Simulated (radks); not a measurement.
**Sc²⁺ in [Ar] 3d1: an all-electron calculation**

One table from this session's results is given with a row withheld; the runs are named, their logs left out.

Program: radks (a radial shooting solver on a logarithmic mesh, Libxc functionals) version 1. Level of theory: Dirac Kohn-Sham, LDA (Slater exchange, Perdew-Wang correlation), spin-unpolarised, spherical densities, finite nucleus; open shells fill j = l - 1/2 first. These are calculated values, not measurements, unless marked.

### The system

- element: scandium (Z = 21)
- charge: +2
- electrons: 19
- configuration: [Ar] 3d1
- nuclear rms radius: 3.5459 fm

The first run:

Settings of this run:

```text
Z 21
configuration [Ar] 3d1 4s0 4p0
relativity Dirac
functional lda,pw
spin unpolarised
j_filling energy
nucleus finite rms 3.5459 fm
c 137.035999084
```

Started as:

```
$ python run_ks.py task.json out
```

This one command runs every case of the session in turn.

Steps of the session up to this table: Self-consistent calculation.

One table of the session follows, with a row left open; its other results are not shown here.

It belongs to the step «Shells». Sizes of the orbitals, from the radial functions (bohr):

```
level      <r>  outermost maximum (interpolated)  90 % within  nodes
1s1/2  0.07319                            0.0479        0.131      0
2s1/2   0.3444                             0.284        0.536      1
2p1/2   0.3064                             0.231        0.505      0
2p3/2   0.3090                             0.233        0.509      0
3s1/2    1.075                             0.926         1.61      2
3p1/2    1.159                             0.962         1.79      1
3p3/2        ?                                 ?            ?      ?
3d3/2    1.559                              1.07         2.64      0
3d5/2    1.562                              1.07         2.65      0
4s1/2    3.039                              2.70         4.43      3
4p1/2    3.569                              3.16         5.24      2
4p3/2    3.586                              3.17         5.27      2
```

**Question.** Estimate the row for 3p3/2.

As computed: <r>: 1.166; outermost maximum (interpolated): 0.969; 90 % within: 1.80; nodes: 1. In the column «<r>» it lies between 3p1/2 (1.159) and 3d3/2 (1.559).

To keep in mind: Spin polarisation and multiplet splitting are left out.
